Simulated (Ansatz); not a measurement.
# CH₃BrF₂OZr: taking an electron away

One table from this session's results is given with a row withheld; the runs are named, their logs left out.

The runs use Ansatz 0.2.0, Gaussian basis; unrestricted cation, the program's frozen cores in correlated methods.

Plan: UKS PBE-D4/def2-TZVPP; UKS r2SCAN-D4/def2-TZVPP; UKS PBE0-D4/def2-TZVPP; UKS B3LYP-D4/def2-TZVPP; UKS wB97X-V/def2-TZVPP; UKS wB97M-V/def2-TZVPP; UKS B2PLYP/def2-TZVPP; UHF-CCSD(T)/def2-TZVPP; UHF-MP2/def2-QZVPP; extrapolation to the limit; then −ε(HOMO) from the neutral's earlier runs with LDA (SPW92), PBE-D4, revPBE-D4, BLYP-D4, r2SCAN-D4, B97M-V, PBE0-D4, B3LYP-D4, r2SCANh-D4, r2SCAN0-D4, HSE06-D4, BHLYP-D4, CAM-B3LYP-D4, LC-ωPBE, ωB97X-V, ωB97M-V.

## The relaxed structure

An earlier PBE0-D4 in a triple-zeta def2 set relaxation fixed the geometry. Zr takes the def2 core potential; no spin-orbit term is included.

SMILES `C[O][Zr]([F])([F])[Br]`, 9 atoms, charge 0, spin multiplicity 1.

Atoms are counted from 1 here; the program's logs count them from 0.

Bond lengths: C1–O2 1.397 Å, C1–H7 1.093 Å, C1–H8 1.093 Å, C1–H9 1.093 Å, O2–Zr3 1.880 Å, Zr3–F4 1.900 Å, Zr3–F5 1.900 Å, Zr3–Br6 2.518 Å. Angles: O2–C1–H7 109.8°, O2–C1–H8 110.0°, O2–C1–H9 110.0°, H7–C1–H8 109.0°, H7–C1–H9 109.0°, H8–C1–H9 109.0°, C1–O2–Zr3 178.9°, O2–Zr3–F4 108.6°, O2–Zr3–F5 108.6°, O2–Zr3–Br6 108.8°, F4–Zr3–F5 109.4°, F4–Zr3–Br6 110.7°, F5–Zr3–Br6 110.7°.

Set-up of the first run:

in.yaml

```yaml
crystal:
  periodic: [false, false, false]
  atoms:
    - {symbol: C, position_ang: [-1.365986, -0.931998, 0.446141]}
    - {symbol: O, position_ang: [-0.243502, -0.212329, 0.030318]}
    - {symbol: Zr, position_ang: [1.262547, 0.778000, -0.502237]}
    - {symbol: F, position_ang: [2.768243, -0.380001, -0.537467]}
    - {symbol: F, position_ang: [0.952514, 1.461730, -2.247436]}
    - {symbol: Br, position_ang: [1.623043, 2.655099, 1.137227]}
    - {symbol: H, position_ang: [-1.770737, -0.491778, 1.361096]}
    - {symbol: H, position_ang: [-1.091516, -1.971517, 0.642951]}
    - {symbol: H, position_ang: [-2.134588, -0.907196, -0.330583]}
basis:
  gaussian: {orbitals: def2-TZVPP}
total_charge: 1
magnetization: {spin_polarized: true, initial_magnetization: 1}
hamiltonian: {xc: pbe, dispersion: d4}
```

Started as:

```bash
> ansatz run in.yaml --threads 2 --pin off --events-out ev --progress --plain --max-ram 20480MiB --backend cpu
```

Steps of the session up to this table: Cation, UKS PBE-D4/def2-TZVPP; Cation, UKS r2SCAN-D4/def2-TZVPP; Cation, UKS PBE0-D4/def2-TZVPP; Cation, UKS B3LYP-D4/def2-TZVPP; Cation, UKS wB97X-V/def2-TZVPP; Cation, UKS wB97M-V/def2-TZVPP; Cation, UKS B2PLYP (frozen core)/def2-TZVPP; Cation, UHF-CCSD(T)/def2-TZVPP; Cation, UHF-MP2/def2-QZVPP.

One of the session's tables, all rows but one given; the rest of the session is left out.

Orbital estimates, from the neutral's runs:

| functional | −ε(HOMO) (eV) |
| --- | --- |
| LDA (SPW92) | 7.48 |
| PBE-D4 | 7.30 |
| revPBE-D4 | 7.23 |
| BLYP-D4 | 7.14 |
| r2SCAN-D4 | 7.65 |
| B97M-V | ? |
| PBE0-D4 | 8.64 |
| B3LYP-D4 | 8.37 |
| r2SCANh-D4 | 8.14 |
| r2SCAN0-D4 | 8.87 |
| HSE06-D4 | 8.24 |
| BHLYP-D4 | 9.80 |
| CAM-B3LYP-D4 | 9.95 |
| LC-ωPBE | 11.31 |
| ωB97X-V | 10.96 |
| ωB97M-V | 10.84 |

Q: Estimate the row for B97M-V from the others.

**Answer.** −ε(HOMO) (eV): 7.70. In the column «−ε(HOMO) (eV)» it lies between r2SCAN-D4 (7.65) and r2SCANh-D4 (8.14).
